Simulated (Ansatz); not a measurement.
**CH₄SeSi: a relaxed scan of the bond length C1–H5**

The task here is to estimate one member of a computed series from the others.

The runs use Ansatz 0.2.0, Gaussian basis; single points in def2-TZVPP.

Levels: PBE-D4, r2SCAN-D4, PBE0-D4, B3LYP-D4, wB97M-V, Hartree-Fock, MP2, CCSD, CCSD(T). The scan takes 0.937, 0.969, 1.016, 1.071, 1.132, 1.197, 1.267, 1.340, 1.417 Å.

Correlated methods freeze the cores. Filled d shells of the heavier atoms are correlated. B3LYP uses VWN-RPA correlation.

163 further runs of the same task are left out: 163 set aside as unsound or not needed.

## Starting geometry

The minimum, relaxed at PBE0-D4: SMILES `C[SiH]=[Se]`, 7 atoms, charge 0, spin multiplicity 1.

Atoms are counted from 1 here; the program's logs count them from 0.

Bond lengths: C1–Si2 1.854 Å, C1–H4 1.095 Å, C1–H5 1.090 Å, C1–H6 1.095 Å, Si2–Se3 2.076 Å, Si2–H7 1.488 Å. Angles: Si2–C1–H4 109.7°, Si2–C1–H5 111.3°, Si2–C1–H6 109.7°, H4–C1–H5 109.5°, H4–C1–H6 107.1°, H5–C1–H6 109.4°, C1–Si2–Se3 127.3°, C1–Si2–H7 109.6°, Se3–Si2–H7 123.1°.

Coordinates:

| atom | x (Å) | y (Å) | z (Å) |
| --- | --- | --- | --- |
| C1 | -0.72448 | 0.44570 | -0.24147 |
| Si2 | 0.82718 | -0.44919 | 0.23786 |
| Se3 | 0.98087 | -2.19583 | 1.34901 |
| H4 | -0.69493 | 1.46917 | 0.14591 |
| H5 | -1.60874 | -0.06228 | 0.14235 |
| H6 | -0.78873 | 0.51534 | -1.33208 |
| H7 | 2.00882 | 0.27708 | -0.30159 |

Energies of the minimum (eV), from earlier single points: PBE-D4 -74315.47821, r2SCAN-D4 -74329.12466, PBE0-D4 -74318.49110, B3LYP-D4 -74332.67946, wB97M-V -74325.78712, CCSD(T) -74277.11703.

At the minimum the bond length C1–H5 is 1.090 Å.

The first run:

relax/in.yaml reads:

```yaml
crystal:
  periodic: [false, false, false]
  atoms:
    - {symbol: C, position_ang: [-0.724481, 0.445696, -0.241468]}
    - {symbol: Si, position_ang: [0.827184, -0.449185, 0.237865]}
    - {symbol: Se, position_ang: [0.980870, -2.195829, 1.349012]}
    - {symbol: H, position_ang: [-0.694931, 1.469168, 0.145907]}
    - {symbol: H, position_ang: [-1.484885, 0.008872, 0.088589]}
    - {symbol: H, position_ang: [-0.788734, 0.515344, -1.332083]}
    - {symbol: H, position_ang: [2.008825, 0.277076, -0.301594]}
basis:
  gaussian: {orbitals: def2-TZVP}
hamiltonian: {xc: pbe0, dispersion: d4}
relax: {f_tol: 0.005, max_steps: 200, constraints: [{distance: [0, 4]}]}
```

On the command line:

```bash
$ ansatz run in.yaml --threads 2 --pin off --events-out ev --progress --plain --max-ram 4352MiB
```

Among the steps run: C1–H5 = 0.937 Å; C1–H5 = 0.969 Å; C1–H5 = 1.016 Å; C1–H5 = 1.071 Å; C1–H5 = 1.132 Å; C1–H5 = 1.197 Å; C1–H5 = 1.267 Å; C1–H5 = 1.340 Å; C1–H5 = 1.417 Å.

One of the session's tables, all rows but one given; the rest of the session is left out.

Energies less that of the minimum at the same level (kcal/mol):

| bond length (Å) | PBE-D4 | PBE0-D4 | B3LYP-D4 | wB97M-V | Hartree-Fock |
| --- | --- | --- | --- | --- | --- |
| 0.937 | 12.9 | 12.2 | 11.8 | 11.9 | 11.3 |
| 0.969 | 7.7 | 7.1 | 6.9 | 6.9 | 6.4 |
| 1.016 | 2.7 | 2.4 | 2.3 | 2.3 | 1.9 |
| 1.071 | ? | ? | ? | ? | ? |
| 1.090 (minimum) | 0.0 | 0.0 | 0.0 | 0.0 | 0.0 |
| 1.132 | 0.4 | 0.7 | 0.7 | 0.7 | 1.0 |
| 1.197 | 3.1 | 3.7 | 3.7 | 3.8 | 4.5 |
| 1.267 | 7.8 | 8.9 | 8.8 | 9.0 | 10.3 |
| 1.340 | 14.0 | 15.6 | 15.2 | 15.8 | 17.8 |
| 1.417 | 21.2 | 23.4 | 22.7 | 23.8 | 26.5 |

Estimate the missing values for bond length (Å) = 1.071.

**Answer.** PBE-D4: 0.2; PBE0-D4: 0.1; B3LYP-D4: 0.1; wB97M-V: 0.1; Hartree-Fock: 0.0.

Caveats from the session: A polynomial through the near points puts the CCSD(T) minimum 0.001 Å below the PBE0-D4 value.
